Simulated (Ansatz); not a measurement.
# BaFe2Se2O: the cost of one run

Computed with Ansatz 0.2.0 (DFT PBE+U (U_eff = 4 eV on Fe 3d), scalar-relativistic, plane waves, PAW, unless a step's input says otherwise).

### 1 The structure to begin with

It takes space group Pmmn (No. 59, orthorhombic). Conventional cell: a = 4.133 Å, b = 9.852 Å, c = 6.719 Å, α = 90.00°, β = 90.00°, γ = 90.00°. Ba (site symmetry mm2) has 2 O at 2.65 Å as nearest neighbours. Around Fe (site symmetry m) lie 1 O at 1.88 Å and 3 Se at 2.47 to 2.55 Å. O (site symmetry mm2) is surrounded by 2 Fe at 1.88 Å and 2 Ba at 2.65 Å. Se (site symmetry m) is surrounded by 3 Fe at 2.47 to 2.55 Å.

Coordinates:

```
CELL_PARAMETERS angstrom
4.13320 0.00000 0.00000
0.00000 9.85180 0.00000
0.00000 0.00000 6.71880
ATOMIC_POSITIONS crystal
Ba 0.00000 0.50000 0.50953
Ba 0.50000 0.00000 0.49047
Fe 0.50000 0.33580 0.12110
Fe 0.00000 0.16420 0.87890
Fe 0.50000 0.66420 0.12110
Fe 0.00000 0.83580 0.87890
O 0.50000 0.50000 0.26280
O 0.00000 0.00000 0.73720
Se 0.00000 0.20734 0.24113
Se 0.50000 0.29266 0.75887
Se 0.00000 0.79266 0.24113
Se 0.50000 0.70734 0.75887
```

The moments start at Fe 4.00 μB.

### 2 First run, at the start cell

input.yaml

```yaml
crystal:
  lattice:
    - [4.1332, 0.0, 0.0]
    - [0.0, 9.8518, 0.0]
    - [0.0, 0.0, 6.7188]
  atoms:
    - { symbol: Ba, position: [0.0, 0.5, 0.50953] }
    - { symbol: Ba, position: [0.5, 0.0, 0.49047] }
    - { symbol: Fe, position: [0.5, 0.3358, 0.1211], spin: 4.0 }
    - { symbol: Fe, position: [0.0, 0.1642, 0.8789], spin: 4.0 }
    - { symbol: Fe, position: [0.5, 0.6642, 0.1211], spin: 4.0 }
    - { symbol: Fe, position: [0.0, 0.8358, 0.8789], spin: 4.0 }
    - { symbol: O, position: [0.5, 0.5, 0.2628] }
    - { symbol: O, position: [0.0, 0.0, 0.7372] }
    - { symbol: Se, position: [0.0, 0.20734, 0.24113] }
    - { symbol: Se, position: [0.5, 0.29266, 0.75887] }
    - { symbol: Se, position: [0.0, 0.79266, 0.24113] }
    - { symbol: Se, position: [0.5, 0.70734, 0.75887] }
basis:
  ecutwfc: 420
  ecutrho_ratio: 4
kpoints:
  mp_grid: { grid: [4, 2, 2] }
hamiltonian:
  xc: pbe
  hubbard: { sites: [{ species: Fe, l: d, u_eff: 4.0 }] }
  pseudopotentials: { kind: paw, frozen_core: stored }
scf:
  occupations: { method: gaussian, width: 0.05 }
output:
  forces: true
  stress: true
  eigenvalues: true
  populations: true
  hubbard: { sites: [{ species: Fe, l: d }] }
magnetization:
  spin_polarized: true
```

The run is started by

```sh
> ansatz run input.yaml --threads 4 --pin off --max-ram 10240MiB --backend cpu --events-out ev --progress --plain --runs-dir out
```

What time and memory should one allow on 4 threads of Intel Xeon Platinum 8175M at 2.50GHz (Skylake/Cascade Lake), shared host?

About 5.5 min, with a peak of 2.7 GiB.
